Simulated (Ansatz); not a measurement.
# CsH: how the settings move a single-point run

How sensitive is a single-point run of CsH to its settings? A reference run comes first, then one run with altered input.

Computed with Ansatz 0.2.0 (reference: DFT, r2SCAN, PAW with Ansatz's default frozen-core files, scalar-relativistic; levels and slopes on a fine mesh, independent-particle optical spectra, unless a step's input says otherwise).

## (1) The system as given

Symmetry: Pm-3m, No. 221, cubic system. The conventional cell has a = 3.818 Å, b = 3.818 Å, c = 3.818 Å, α = 90.00°, β = 90.00°, γ = 90.00°. Around Cs (site symmetry m-3m) lie 8 H at 3.31 Å. H (site symmetry m-3m) has 8 Cs at 3.31 Å as nearest neighbours.

Structure file:

```xyz
2
Lattice="3.8184 0.0000 0.0000 0.0000 3.8184 0.0000 0.0000 0.0000 3.8184" Properties=species:S:1:pos:R:3 pbc="T T T"
Cs    0.0000    0.0000    0.0000
H     1.9092    1.9092    1.9092
```

## (2) Reference

input.yaml reads:

```yaml
crystal:
  lattice:
    - [3.81840854, 0.0, 0.0]
    - [0.0, 3.81840854, 0.0]
    - [0.0, 0.0, 3.81840854]
  atoms:
    - { symbol: Cs, position: [0.0, 0.0, 0.0] }
    - { symbol: H, position: [0.5, 0.5, 0.5] }
kpoints:
  mp_grid: { grid: [6, 6, 6] }
scf:
  occupations: { method: fixed }
hamiltonian:
  xc: r2scan
  pseudopotentials: { kind: paw }
output:
  forces: true
  stress: true
  eigenvalues: true
  eigenstates:
    nscf_kmesh: { grid: [10, 10, 10] }
    de_dk: true
    e_range: [-9, 13.18350735945]
  optics:
    e_range: [0, 25]
    de: 0.2
    sigma: 0.15
    bands: { spectra_wanted_up_to: 25 }
    nscf_kmesh: { grid: [10, 10, 10] }
checkpoint:
  write: ck
  write_wavefunctions: false
```

On the command line:

```console
> ansatz run input.yaml --threads 1 --pin off --max-ram 3072MiB --backend cpu --events-out ev --progress --plain --runs-dir out
```

From the output:

```text
[...]
Basis set: ecut = 500 eV, 1365 PW (Γ), exchange–correlation on 120×120×120 points (64 copies of the dense FFT grid, shifted against one another)
[...]
k-points: 20 of 216
[...]
SCF iter   1: F=—  HF=-5702.352044 eV  |F-HF|=—  |Δ(HF+E_count)|=         —  Δρ=3.67e-3  dr2=7.87e-3  dr2_τ=6.45e-4  ethr=1.77e-3  ⟨swp⟩=4.9  Hψ=1193  notcnv=0  defer=35
preconditioner: auto → none  [insulator: Δε(μ)=3.225 eV  Ē_g=12.532 eV  n_scr=6 (ndim 8)  ℏωp=14.1 eV  f_vac=0.000  ε∞_Penn≈2.3]
SCF iter   2: F=—  HF=-5702.361195 eV  |F-HF|=—  |Δ(HF+E_count)|=   9.15e-3  Δρ=1.27e-3  dr2=6.28e-4  dr2_τ=5.62e-5  ethr=7.87e-5  ⟨swp⟩=2.4  Hψ=472  notcnv=0  defer=40
[...]
SCF iter   6: F=—  HF=-5702.361343 eV  |F-HF|=—  |Δ(HF+E_count)|=   1.84e-8  Δρ=5.08e-7  dr2=1.35e-10  dr2_τ=1.86e-11  ethr=1.21e-10  ⟨swp⟩=2.0  Hψ=274  notcnv=0  defer=16
SCF iter   7: F=-5702.361343 eV  HF=-5702.361343 eV  |F-HF|=3.64e-12  |Δ(HF+E_count)|=  2.09e-11  Δρ=8.17e-8  dr2=4.24e-12  dr2_τ=2.28e-13  ethr=1.00e-12  ⟨swp⟩=9.0  Hψ=1367  notcnv=0
[...]
SCF converged after 7 iterations
Free energy (F): -5702.361343 eV
[...]
E sigma→0 (E₀):  -5702.361343 eV
Fermi energy:    4.148189 eV
[...]
  P = ⅓ Tr σ = -0.0471 GPa (-0.471 kbar)
[...]
```

Wall time 22 s (1 thread of Intel Xeon 6975P-C (Granite Rapids), shared host); peak memory 0.79 GiB.

## (3) Variant: eigensolver.kind davidson, ecutwfc 250 eV, basis.precision f64

Changes to input.yaml since step 2:

```diff
@@ -12,2 +12,3 @@
   occupations: { method: fixed }
+  eigensolver: { kind: davidson }
 hamiltonian:
@@ -32 +33,4 @@
   write_wavefunctions: false
+basis:
+  ecutwfc: "250 eV"
+  precision: f64
```

On the command line:

```console
> ansatz run input.yaml --threads 1 --pin off --max-ram 3072MiB --backend cpu --events-out ev --progress --plain --runs-dir out
```

Output:

```text
Warning: basis.ecutwfc = 250 eV is below the records' recommended 500 eV, and the density's cutoff is lower with it unless basis.ecutrho_ratio is high enough to keep the records' density cutoff: compare with a run at a higher cutoff
Engine: ansatz 0.2.0
Pseudopotentials: kind: paw
Pseudopotential: Cs, paw, valence charge 9, recommended cutoff 500 eV (meta_gga), Cs.paw.azcp
Pseudopotential: H, paw, valence charge 1, recommended cutoff 500 eV (meta_gga), H.paw.azcp
Functional definition: r2SCAN
  parameter k0 = 0.174
  parameter k1 = 0.065
  parameter a1 = 4.9479
  exchange = r2scan_x(k0 = k0, k1 = k1, a1 = a1)
  correlation = r2scan_c
davidson cushion auto → on  (no smearing: the cushion is to keep the highest requested band from converging to the state above it; pin scf.eigensolver.cushion to override)
Crystal: 2 atoms, lattice volume = 55.673 Å³
Basis set: ecut = 250 eV, 485 PW (Γ), exchange–correlation on 80×80×80 points (64 copies of the dense FFT grid, shifted against one another)
Bands: 9, of which v1, the nominal top of the filled ones, is band 5 counted from 1 (4 counted from 0)
Symmetry: 48 space group operations
Space group: Pm-3m (ITA 221), of the structure as read, at distance tolerance 3.8e-5 Å
k-points: 20 of 216
Non-local potential: Cs, projectors of the file, l = 0: 3, l = 1: 2, l = 2: 2, l = 3: 2
Non-local potential: H, projectors of the file, l = 0: 2, l = 1: 1
PAW form: soft (Blöchl's): semilocal exchange-correlation on the pseudo side does not see the compensation charge
PAW frozen core: Cs, regenerated for the run's functional (the file was generated under x = pbe(κ = 0.804, μ = 0.2195149727645171), c = pbe(β = 0.06672455060314922))
PAW one-centre angular grid: Cs, 302 points (default); XC on 160 Gauss nodes
PAW one-centre angular grid: H, 302 points (default); XC on 160 Gauss nodes
Initial density: superposition of atomic densities (neutral atoms: chi_scale 0, normalization atom), corrected by the library's trained network
Initial wavefunctions: pseudopotential atomic-orbital guess
Functional: x = r2scan, c = r2scan; τ floored in thin density (d = 2e-4 eV/Å³)
SCF iter   1: F=—  HF=-5702.245778 eV  |F-HF|=—  |Δ(HF+E_count)|=         —  Δρ=4.59e-3  dr2=7.14e-3  dr2_τ=1.02e-3  ethr=1.77e-3  ⟨swp⟩=9.2  Hψ=1034  notcnv=0
preconditioner: auto → none  [insulator: Δε(μ)=3.187 eV  Ē_g=12.530 eV  n_scr=6 (ndim 8)  ℏωp=14.1 eV  f_vac=0.000  ε∞_Penn≈2.3]
SCF iter   2: F=—  HF=-5702.259360 eV  |F-HF|=—  |Δ(HF+E_count)|=   1.36e-2  Δρ=2.05e-3  dr2=9.26e-4  dr2_τ=1.70e-4  ethr=7.14e-5  ⟨swp⟩=3.9  Hψ=622  notcnv=0  defer=1
iter 3 solved again at ethr=3.54e-7 eV; its pass at ethr=9.26e-6 eV (dr2=3.54e-5 eV) is discarded
SCF iter   3: F=—  HF=-5702.260273 eV  |F-HF|=—  |Δ(HF+E_count)|=   9.13e-4  Δρ=4.53e-4  dr2=3.53e-5  dr2_τ=9.12e-6  ethr=3.54e-7  ⟨swp⟩=3.9  Hψ=1032  notcnv=0  defer=4
SCF iter   4: F=—  HF=-5702.260323 eV  |F-HF|=—  |Δ(HF+E_count)|=   5.01e-5  Δρ=6.43e-5  dr2=2.83e-6  dr2_τ=1.00e-7  ethr=3.53e-7  ⟨swp⟩=3.0  Hψ=504  notcnv=0  defer=1
SCF iter   5: F=—  HF=-5702.260323 eV  |F-HF|=—  |Δ(HF+E_count)|=   1.26e-7  Δρ=1.08e-5  dr2=9.53e-8  dr2_τ=1.63e-9  ethr=2.83e-8  ⟨swp⟩=3.0  Hψ=481  notcnv=0  defer=1
SCF iter   6: F=—  HF=-5702.260323 eV  |F-HF|=—  |Δ(HF+E_count)|=   1.59e-8  Δρ=2.78e-6  dr2=5.55e-9  dr2_τ=6.12e-11  ethr=9.53e-10  ⟨swp⟩=4.0  Hψ=599  notcnv=0  defer=1
SCF iter   7: F=—  HF=-5702.260323 eV  |F-HF|=—  |Δ(HF+E_count)|=  1.82e-10  Δρ=6.16e-7  dr2=2.80e-10  dr2_τ=2.21e-12  ethr=5.55e-11  ⟨swp⟩=3.4  Hψ=546  notcnv=0  defer=1
SCF iter   8: F=-5702.260323 eV  HF=-5702.260323 eV  |F-HF|=2.73e-12  |Δ(HF+E_count)|=  1.91e-11  Δρ=3.50e-8  dr2=7.71e-13  dr2_τ=4.40e-14  ethr=2.80e-12  ⟨swp⟩=3.7  Hψ=568  notcnv=0  defer=2
SCF 1 converged in 8 iterations: F = -5702.260323 eV  dr2 = 7.71e-13
  Residual-converged pass: ⟨swp⟩=4.5  Hψ=571  notcnv=0  max |occ|·‖R‖ = 9.7e-9 eV (tolerance 1.0e-8 eV)  dr2=7.79e-13  dr2_τ=6.44e-14  dr2_onsite=2.00e-14  max |Δocc| = 0.0e0
NSCF: frozen V_eff on 56 k-points
Optics k sum: 0 of 56 k-points
[...]
NSCF: frozen V_eff on 56 k-points
output.optics: what the bands over the 37 summed would add to eps1, eps2 and the energy-loss function is held between a lower and an upper bound (3 Lanczos steps). eps1, eps2 and their loss function (loss_summed_bands) are given on every row as the summed bands alone make them. Along an axis, on a row where the two bounds hold the loss function to about 1 % of the greater of itself and 0.5 % of |1/eps|, its cell (loss_completed) is given, with the completed eps1 and eps2 that it is formed of (a cell that is left empty reads nan in the table and null in the record). The two bounds hold it so along every axis on all 126 rows up to 25.000 eV. The run works to bound the rows up to 25.000 eV and no higher ones: a peak of the loss function over that energy may be left empty with no warning. To have the run work for it, set output.optics.bands.spectra_wanted_up_to to a higher energy. perfect_screening_sum, loss_f_sum_n_eff and, beside carriers, perfect_screening_limit are those of loss_summed_bands: over the bounded function the two sums would run over rows that are not all bounded, and lack what the bands left out lay past the top of the energy grid. Bounded is said of the bands left out alone, which are those that the basis at basis.ecutwfc holds: it says nothing of that cutoff, of the k-point mesh, of what the sum inside its cells errs by (eps2_relative_error), of the factors of all_electron_strengths, nor of how far the SCF is converged. The bands left out are taken at the k-points, and what their mean over the points' cells stands off that by is in neither bound: the run's estimate of it, which the test of a row counts in, is 0.01 % of |eps| at the most among the values given; where the mean stood off by over 0.5 % the points' spread read 0.1 to 3 times that
SCF converged after 8 iterations
Free energy (F): -5702.260323 eV
Harris-Foulkes:  -5702.260323 eV  (|F-HF|=2.73e-12)
Internal energy: -5702.260323 eV  (E = F + TS)
E sigma→0 (E₀):  -5702.260323 eV
Fermi energy:    4.165598 eV
--- Per-component energies (eV) ---
  E_band       = -56.698771
  E_kinetic    = 155.468439
  E_local      = -234.358119  (includes V_loc(G=0)·N_el)
  E_nonlocal   = 30.378199
  E_hartree    = 77.751453
  E_xc         = -171.981178
  E_vxc        = -150.471313  (∫ρ·V_xc dr)
  E_paw        = -5093.662527  (= ΣΔE_a)
  E_vpaw       = -20.216873  (= ΣTr[D̂ρ^β])
  E_aug_tail   = 0.001649  (compensation charges beyond the density's cutoff)
  E_vtau       = 6.996339  (kinetic-family band-sum trace: ∫τ·v_τ [+ j·A + Jᵃ·Aᵃ] dr)
  E_ewald      = -465.908117
  E_core_change = 0.049879  (= ΣΔE_core)
  E_smearing   = -0.000000  (= −TS)
  E_closure    = 0.000000  (closes the sum)
  Σ components = -5702.260323   (vs F -5702.260323, Δ=0.00e0)
--- Forces (eV/Å), atoms counted from 1 ---
  atom   1  Cs    -0.00000000     0.00000000    -0.00000000
  atom   2  H      0.00000000    -0.00000000     0.00000000
  max |Σ_I F_I| component: 6.98e-31 eV/Å
--- Stress (GPa, compression-positive) ---
       -0.090593       0.000000       0.000000
        0.000000      -0.090593       0.000000
        0.000000       0.000000      -0.090593
  P = ⅓ Tr σ = -0.0906 GPa (-0.906 kbar)
--- Band table (eV; the first three rows and the last of 20) ---
  k-point 0: bands = ["-18.2974", "-3.9907", "-3.9907", "-3.9907", "2.2897", "7.9877", "7.9877", "12.1791", "14.2097"]
  k-point 1: bands = ["-18.2575", "-4.4333", "-3.9522", "-3.9522", "2.6792", "8.1507", "8.4590", "11.5105", "12.6067"]
  k-point 2: bands = ["-18.1760", "-5.1872", "-3.8758", "-3.8758", "3.4563", "8.0481", "8.5378", "11.2623", "11.2623"]
  k-point 19: bands = ["-17.8284", "-4.9755", "-4.9755", "-4.9755", "4.1656", "7.3304", "7.3304", "7.3304", "16.3783"]
--- Fermi surface from the table of eigenstates not read: on its mesh, or on one of the eight of every second point, the electrons fill whole bands (an insulator's do; a metal wants a denser output.eigenstates.nscf_kmesh) ---
```

It took 12 s on 1 thread of Intel Xeon 6975P-C (Granite Rapids), shared host; peak memory 0.69 GiB.

Changing the solver, cutoff and arithmetic precision moves the energy by +50.5 meV/atom. The lower cutoff gives the higher energy: the smaller basis describes the state less well. The log warns that the cutoff is under what these potentials recommend, so the shift is basis error. These settings are too coarse to quote as the system's properties.

## (4) All runs together

```tsv
run	ending	energy change	pressure (GPa)	gap (eV)	force (eV/Å)	cycles	time
reference	converged	0	0.0	3.18	0.00	-	22 s
1: eigensolver.kind davidson, ecutwfc 250 eV, basis.precision f64	converged	+50.5 meV/atom	-0.1	3.16	0.00	8	12 s
```

Residual by cycle in the longest SCF loop of each run; runs are numbered as in the table. The quantity is the density residual dr2, in eV.

```tsv
cycle	reference	run 1
1	0.00787	0.00714
2	6.3e-4	9.3e-4
3	4.0e-5	3.5e-5
4	1.1e-6	2.8e-6
5	1.2e-8	9.5e-8
6	1.3e-10	5.6e-9
7	4.2e-12	2.8e-10
8	-	7.7e-13
```

What this shows: Changing the solver, cutoff and arithmetic precision moves the energy by +50.5 meV/atom. The log warns that the cutoff is under what these potentials recommend, so the shift is basis error. Run 1 ran under the cutoff that the potentials recommend, as the log warns, so basis error is mixed into its values. The gap of the reference lacks spin-orbit coupling, though the cell holds Cs.

The gaps are Kohn-Sham values of a semilocal functional, not quasiparticle or optical gaps. Such gaps usually fall short of the measured ones.
